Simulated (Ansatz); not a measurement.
# CH₄B₂O (SMILES B1BOC1): functionals against CCSD(T) at one geometry

Aim: energy, forces and dipole at a structure displaced at random from a GFN2-xTB minimum, from CCSD(T) and from density functionals.

Computed with Ansatz 0.2.0, Gaussian basis. Level: single points in def2-TZVPP.

Cores are frozen in the correlated methods.

### 1 Starting geometry

SMILES `B1BOC1`, 8 atoms, charge 0, spin multiplicity 1.

Atoms are counted from 1 here; the program's logs count them from 0.

Bond lengths: B1–B2 1.646 Å, B1–C4 1.619 Å, B1–H5 1.250 Å, B2–O3 1.445 Å, B2–H6 1.215 Å, O3–C4 1.507 Å, C4–H7 1.133 Å, C4–H8 1.132 Å. Angles: B2–B1–C4 90.8°, B2–B1–H5 128.3°, C4–B1–H5 120.3°, B1–B2–O3 74.0°, B1–B2–H6 156.8°, O3–B2–H6 121.5°, B2–O3–C4 103.9°, B1–C4–O3 73.3°, B1–C4–H7 121.5°, B1–C4–H8 123.5°, O3–C4–H7 110.1°, O3–C4–H8 110.0°, H7–C4–H8 110.2°.

As a file:

```xyz
8
CH4B2O
B    -0.28400    0.76010   -0.51790
B     0.88350    0.79410    0.64220
O     0.13760   -0.42280    0.86460
C    -0.26540   -0.85920   -0.52090
H    -1.37070    1.37790   -0.54110
H     1.58120    1.27840    1.51040
H    -1.22360   -1.46220   -0.47530
H     0.56180   -1.47380   -0.99020
```

### 2 CCSD(T)/def2-TZVPP

The input, run/in.yaml:

```yaml
crystal:
  periodic: [false, false, false]
  atoms:
    - {symbol: B, position_ang: [-0.284000, 0.760100, -0.517900]}
    - {symbol: B, position_ang: [0.883500, 0.794100, 0.642200]}
    - {symbol: O, position_ang: [0.137600, -0.422800, 0.864600]}
    - {symbol: C, position_ang: [-0.265400, -0.859200, -0.520900]}
    - {symbol: H, position_ang: [-1.370700, 1.377900, -0.541100]}
    - {symbol: H, position_ang: [1.581200, 1.278400, 1.510400]}
    - {symbol: H, position_ang: [-1.223600, -1.462200, -0.475300]}
    - {symbol: H, position_ang: [0.561800, -1.473800, -0.990200]}
basis:
  gaussian: {orbitals: def2-TZVPP}
correlation: {method: ccsd_t}
output: {forces: true}
```

The command line of these runs was not kept.

### 3 PBE0-D4/def2-TZVPP

run/in.yaml, as its differences from that of step 2:

```diff
@@ -13,3 +13,3 @@
   gaussian: {orbitals: def2-TZVPP}
-correlation: {method: ccsd_t}
-output: {forces: true}
+hamiltonian: {xc: pbe0, dispersion: d4}
+output: {forces: true, orbitals: {seedname: orbitals}}
```

### 4 wB97M-V/def2-TZVPP

run/in.yaml, as its differences from that of step 3:

```diff
@@ -13,3 +13,3 @@
   gaussian: {orbitals: def2-TZVPP}
-hamiltonian: {xc: pbe0, dispersion: d4}
-output: {forces: true, orbitals: {seedname: orbitals}}
+hamiltonian: {xc: {name: wB97M-V}}
+output: {forces: true}
```

### 5 r2SCAN-D4/def2-TZVPP

run/in.yaml, as its differences from that of step 4:

```diff
@@ -13,3 +13,3 @@
   gaussian: {orbitals: def2-TZVPP}
-hamiltonian: {xc: {name: wB97M-V}}
+hamiltonian: {xc: r2scan, dispersion: d4}
 output: {forces: true}
```

### 6 PBE-D4/def2-TZVPP

run/in.yaml, as its differences from that of step 5:

```diff
@@ -13,3 +13,3 @@
   gaussian: {orbitals: def2-TZVPP}
-hamiltonian: {xc: r2scan, dispersion: d4}
+hamiltonian: {xc: pbe, dispersion: d4}
 output: {forces: true}
```

### 7 BLYP-D4/def2-TZVPP

run/in.yaml, as its differences from that of step 6:

```diff
@@ -13,3 +13,3 @@
   gaussian: {orbitals: def2-TZVPP}
-hamiltonian: {xc: pbe, dispersion: d4}
+hamiltonian: {xc: {name: BLYP}, dispersion: d4}
 output: {forces: true}
```

### 8 revPBE-D4/def2-TZVPP

run/in.yaml, as its differences from that of step 7:

```diff
@@ -13,3 +13,3 @@
   gaussian: {orbitals: def2-TZVPP}
-hamiltonian: {xc: {name: BLYP}, dispersion: d4}
+hamiltonian: {xc: {name: revPBE}, dispersion: d4}
 output: {forces: true}
```

(Steps that only read results are left out.)

Q: Predict the outcome of this session. Wanted: energy less free atoms, CCSD(T)/def2-TZVPP; RMS force component; RMS force error; HOMO and LUMO, PBE0-D4; T1 diagnostic.

As calculated:

```
                                  quantity                                                                                             value
energy less free atoms, CCSD(T)/def2-TZVPP                                                                                        -30.651 eV
                       RMS force component                                                              0.485 to 0.654 eV/Å over the methods
                           RMS force error  PBE0-D4 0.222, wB97M-V 0.160, r2SCAN-D4 0.121, PBE-D4 0.165, BLYP-D4 0.153, revPBE-D4 0.174 eV/Å
                    HOMO and LUMO, PBE0-D4                                                                                -7.56 and -1.42 eV
                             T1 diagnostic                                                                                             0.019
```

What this shows: Against CCSD(T) the functionals' energies less atoms differ by -1.973 to -1.066 eV, PBE-D4 by -1.973 eV. A larger basis would deepen the CCSD(T) value, while the functionals are nearly converged already, so the order here is not reliable. The forces of r2SCAN-D4 come nearest to CCSD(T), those of PBE0-D4 are farthest. Frozen-core CCSD(T) forces in triple zeta carry basis errors of their own, and this is one geometry, so small gaps rank nothing.
